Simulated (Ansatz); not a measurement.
# GeH11NSi3: basis-set convergence

How large a basis does GeH11NSi3 need? Two functionals are run in growing sets.

Program: Ansatz 0.2.0, Gaussian basis. Level of theory: one geometry, several basis sets. These are calculated values, not measurements.

The runs, in order: PBE0-D4/def2-SVP; ωB97M-V/def2-SVP; PBE0-D4/def2-QZVPP; ωB97M-V/def2-QZVPP; the functionals' def2-TZVPP values are taken from earlier runs.

## Step 1: Structure used throughout

An earlier PBE0-D4 in a triple-zeta def2 set relaxation fixed the geometry.

SMILES `[SiH3][SiH2][N]([SiH3])[GeH3]`, 16 atoms, charge 0, spin multiplicity 1.

Atoms are counted from 1 here; the program's logs count them from 0.

Bond lengths: Si1–Si2 2.345 Å, Si1–H6 1.490 Å, Si1–H7 1.489 Å, Si1–H8 1.488 Å, Si2–N3 1.734 Å, Si2–H9 1.491 Å, Si2–H10 1.492 Å, N3–Si4 1.729 Å, N3–Ge5 1.854 Å, Si4–H11 1.489 Å, Si4–H12 1.488 Å, Si4–H13 1.488 Å, Ge5–H14 1.537 Å, Ge5–H15 1.537 Å, Ge5–H16 1.538 Å. Angles: Si2–Si1–H6 110.0°, Si2–Si1–H7 111.2°, Si2–Si1–H8 110.2°, H6–Si1–H7 108.4°, H6–Si1–H8 108.1°, H7–Si1–H8 108.8°, Si1–Si2–N3 111.9°, Si1–Si2–H9 109.2°, Si1–Si2–H10 109.4°, N3–Si2–H9 110.9°, N3–Si2–H10 107.3°, H9–Si2–H10 108.1°, Si2–N3–Si4 120.5°, Si2–N3–Ge5 119.8°, Si4–N3–Ge5 119.7°, N3–Si4–H11 107.7°, N3–Si4–H12 111.5°, N3–Si4–H13 111.9° and more.

## Step 2: PBE0-D4 in def2-SVP

Contents of in.yaml:

```yaml
crystal:
  periodic: [false, false, false]
  atoms:
    - {symbol: Si, position_ang: [0.704298, 1.570053, -1.985783]}
    - {symbol: Si, position_ang: [1.239828, -0.132135, -0.463714]}
    - {symbol: N, position_ang: [-0.100749, -0.525450, 0.563342]}
    - {symbol: Si, position_ang: [-0.931257, -2.031165, 0.385549]}
    - {symbol: Ge, position_ang: [-0.673197, 0.694319, 1.836699]}
    - {symbol: H, position_ang: [0.225225, 2.776304, -1.254029]}
    - {symbol: H, position_ang: [1.888154, 1.955229, -2.802609]}
    - {symbol: H, position_ang: [-0.382453, 1.120879, -2.898344]}
    - {symbol: H, position_ang: [2.423141, 0.285151, 0.342310]}
    - {symbol: H, position_ang: [1.602411, -1.370215, -1.212821]}
    - {symbol: H, position_ang: [-2.107906, -2.010727, 1.297774]}
    - {symbol: H, position_ang: [-1.406053, -2.230105, -1.011019]}
    - {symbol: H, position_ang: [-0.066456, -3.188802, 0.741515]}
    - {symbol: H, position_ang: [0.329157, 1.859109, 1.802869]}
    - {symbol: H, position_ang: [-0.680221, 0.016988, 3.216241]}
    - {symbol: H, position_ang: [-2.086821, 1.187865, 1.486320]}
basis:
  gaussian: {orbitals: def2-SVP}
hamiltonian: {xc: pbe0, dispersion: d4}
output: {orbitals: {seedname: orbitals}}
```

Started as:

```sh
$ ansatz run in.yaml --threads 4 --pin off --events-out ev --progress --plain --max-ram 11315MiB
```

The runs that follow: ωB97M-V in def2-SVP; PBE0-D4 in def2-QZVPP; ωB97M-V in def2-QZVPP.

**Question.** What will the summary of the whole plan be? Wanted: PBE0-D4: double and triple zeta above quadruple; ωB97M-V: double and triple zeta above quadruple.

**Answer**, as computed:

| quantity | value |
| --- | --- |
| PBE0-D4: double and triple zeta above quadruple | 19.52, 2.14 eV |
| ωB97M-V: double and triple zeta above quadruple | 19.58, 2.05 eV |

**Reading.** For PBE0-D4 the step from double to triple zeta gains 17.38 eV and the next only 2.14 eV. Total energies overstate the basis error of differences, where much of it tends to cancel. The LUMO of ωB97M-V is positive and keeps falling with the basis (1.51 to 0.98 eV): an unbound level that the basis holds in place.
